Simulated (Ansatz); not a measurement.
**AlBGeH (doublet): the correlation ladder at a displaced geometry (v1), cc-pVDZ**

One table from this session's results is given with a row withheld; the runs are named, their logs left out.

The runs use Ansatz 0.2.0, Gaussian basis; cc-pVDZ, core rule «outside noble gas», up to 20 orbitals frozen.

To be run: UHF; CCSD(T) on ROHF; CCSD(T) on UHF; BCCD(T) on ROHF; CISD; CCSDT(Q) on ROHF; CCSDT(Q) on UHF; CASSCF and MRCISD+Q, 9 electrons in 9 orbitals; CASSCF and NEVPT2, 9 electrons in 9 orbitals.

18 further runs of the same task are left out: 7 that didn't finish, 11 set aside as unsound or not needed.

## What is computed

The geometry is a PBE0/def2-TZVP stationary point (not a proven minimum) with its atoms shifted at random (size 0.040 Å). No spin-orbit coupling is included. The filled d shell of Ge may be among the frozen orbitals whatever the setting's name suggests; the logs give the count.

4 atoms, charge 0, spin multiplicity 2.

Atoms are counted from 1 here; the program's logs count them from 0.

Bond lengths: Al1–Ge2 2.517 Å, Al1–B3 2.084 Å, Al1–H4 1.571 Å, Ge2–B3 1.917 Å. Angles: Ge2–Al1–B3 48.1°, Ge2–Al1–H4 153.9°, B3–Al1–H4 157.9°, Al1–Ge2–B3 54.1°, Al1–B3–Ge2 77.8°.

Set-up of the first run:

File in.yaml:

```yaml
crystal:
  periodic: [false, false, false]
  atoms:
    - {symbol: Al, position_ang: [-0.003526, -0.145183, 1.762725]}
    - {symbol: Ge, position_ang: [-0.004359, -0.143826, -0.754101]}
    - {symbol: B, position_ang: [0.043605, 1.406590, 0.371764]}
    - {symbol: H, position_ang: [-0.059172, -0.835240, 3.172564]}
basis:
  gaussian: {orbitals: cc-pVDZ}
magnetization: {spin_polarized: true, initial_magnetization: 1}
hamiltonian: {xc: hf}
output: {orbitals: {seedname: orbitals}}
```

Command:

```console
$ ansatz run in.yaml --threads 1 --pin off --events-out ev --progress --plain --max-ram 2393MiB
```

Steps of the session up to this table: UHF; CCSD(T) on ROHF; CCSD(T) on UHF; BCCD(T) on ROHF; CISD; CCSDT(Q) on ROHF; CCSDT(Q) on UHF; CASSCF and MRCISD+Q, 9 electrons in 9 orbitals; CASSCF and NEVPT2, 9 electrons in 9 orbitals.

One table of the session follows, with a row left open; its other results are not shown here.

```
           method  from RCCSDT(Q) (meV)
             ROHF               +7405.2
              UHF               +7107.7
             RMP2               +1205.6
             UMP2                     ?
             CISD               +1337.2
            RCCSD                +568.7
            UCCSD                +571.1
         RCCSD(T)                 +85.0
         UCCSD(T)                +119.2
          BCCD(T)                 +78.7
           RCCSDT                 +49.5
           UCCSDT                 +48.7
        RCCSDT(Q)                     0
        UCCSDT(Q)                  -6.1
  CASSCF frontier               +4712.7
  NEVPT2 frontier               +1181.7
  MRCISD frontier                +520.6
MRCISD+Q frontier                 +59.7
```

**Question.** Estimate the row for UMP2.

**Answer.** from RCCSDT(Q) (meV): +1588.4. In the column «from RCCSDT(Q) (meV)» it lies between CISD (+1337.2) and CASSCF frontier (+4712.7).

To keep in mind: Restricted and unrestricted rows rest on different reference determinants; where their highest levels disagree by more than a few hundredths of an eV, they describe different states and don't form one ladder.
